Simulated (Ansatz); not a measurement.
**LaPd2 in Ansatz: the effect of strain**

LaPd2:

```xyz
3
Lattice="-1.9237 1.9237 4.4717 1.9237 -1.9237 4.4717 1.9237 1.9237 -4.4717" Properties=species:S:1:pos:R:3 pbc="T T T"
La    0.0000    0.0000    0.0000
Pd    1.9237    0.0000    2.2359
Pd    0.0000    1.9237    2.2359
```

The cell comes from a database or a generator and needn't be the stable form of this composition.

Alike in all runs:

```yaml
Program: Ansatz 0.2.0
Task: relaxation of the atoms
Functional: PBE
Potentials_or_basis: Ansatz PAW
Cutoff: "420 eV (not typed: the program's choice for these potentials)"
k_mesh: 8 × 8 × 8
Occupations: fermi-dirac, width 0.05 eV
Spin: no spin polarisation
Kind_of_strain: biaxial
```

Each run relaxes the cell or the atoms first.

| strain | pressure (GPa) |
| --- | --- |
| -0.04 | ? |
| -0.02 | 2.7 |
| -0.01 | 1.1 |
| 0 | -0.4 |
| 0.01 | -1.8 |
| 0.02 | -3.0 |
| 0.04 | -5.0 |

Q: What does the run with strain -0.04 give?

A: Pressure 6.7 GPa.

Worked out: A parabola through the other rows of the pressure, of slope -199 GPa per unit of strain there, extrapolates to 6.4 GPa, against the run's 6.7.

Caveats: the relaxation stopped at its first step, so nothing moved; the thresholds are loose for stress.
